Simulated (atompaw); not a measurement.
# Pseudopotential generation for ytterbium: PAW (atompaw), PBE

Aim: build the potential from the settings below, then test how well it stands in for the atom: scattering, ghost states and the plane-wave cutoff that it needs.

Program: atompaw 4.2.0.5. Reference atom: PBE, scalar-relativistic, spherical and spin-unpolarised. All values are calculated.

**1. Starting point**

Typed settings, in words:

| Property | Result |
| --- | --- |
| element | ytterbium (Yb, Z = 70) |
| type | PAW |
| frozen core | [Xe] |
| valence charge | 16 |
| reference configuration | 4f14 5d0 6s2 6p0 |
| partial waves | 6s (bound): rc 3.00 bohr; 6s channel at 1.35 Ry: rc 3.00 bohr; 6p (bound, empty): rc 3.00 bohr; 6p channel at 0.45 Ry: rc 3.00 bohr; 5d (bound, empty): rc 3.00 bohr; 5d channel at 0.3 Ry: rc 3.00 bohr; 4f (bound): rc 1.25 bohr; 4f channel at 2.95 Ry: rc 1.25 bohr |
| local potential | troulliermartins scheme with l = 4 at 0 Ry, radius 2.65 bohr |
| core correction | smooth core density matched at 2.00 bohr |
| augmentation charge | sinc compensation charge, radius 2.20 bohr; PAW radius 3.00 bohr; waves and projectors: custom polynom2 7 10 vanderbiltortho |

An earlier all-electron run gives the scale for the radii.

All-electron outer shells of the reference configuration (PBE, scalar-relativistic, ld1.x):

```
shell  level (eV)  outermost node (bohr)  outermost maximum (bohr)
   5s      -54.92                   0.58                      1.07
   5p      -27.42                   0.62                      1.24
   6s       -3.92                   1.47                      3.28
   4f       -3.01                      –                      0.49
   6p       -1.11                   1.81                      4.66
   5d       -0.67                   0.70                      2.12
```

**2. Generating the potential**

Contents of Yb.input:

```
Yb 70
GGA-PBE scalarrelativistic loggrid 2001 logderivrange -2 5 176
6 6 5 4 0 0
6 1 0
5 2 0
0 0 0
c
c
c
c
c
v
c
c
c
c
v
c
c
v
v
3
3.00 2.20 2.65 2.00
y
1.35
n
y
0.45
n
y
0.3
n
y
2.95
n
custom polynom2 7 10 vanderbiltortho sinc
4 0 troulliermartins
3.00
3.00
3.00
3.00
3.00
3.00
1.25
1.25
PWSCFOUT
UPFDX 0.0125d0 UPFXMIN -7.d0 UPFZMESH 70.d0
END
```

Started as:

```bash
atompaw < Yb.input > Yb.log
```

**Question.** What will these runs give? Wanted: cutoffs; bound ghosts; largest phase difference near zero energy, channels read; lowest eigenvalue of the overlap; share of valence orbitals outside the PAW sphere; UPF file.

**Answer**, as computed:

| quantity | value |
| --- | --- |
| cutoffs | not determined |
| bound ghosts | not determined |
| largest phase difference near zero energy, channels read | 3.139 rad |
| lowest eigenvalue of the overlap (Bessel basis) | 0.505 (s) |
| share of valence orbitals outside the PAW sphere | 6s 72 %, 6p 94 %, 5d 58 %, 4f 1 % |
| UPF file | written |

In words: Even at 400 Ry an occupied level stays 26 mRy from its reference, so no cutoffs are read. The basis also finds a p level at -1.29 Ry, below the valence levels, which may be a ghost. Ghosts could not be judged. Of the channels read, s scatters worst near zero energy, by up to 3.14 rad. A step near π is an extra or missing state, not a misfit of shape. The pseudo curves have a pole with no partner nearby in the atom's: s at 0.78 Ry. At positive energy that is a spurious or a displaced resonance.
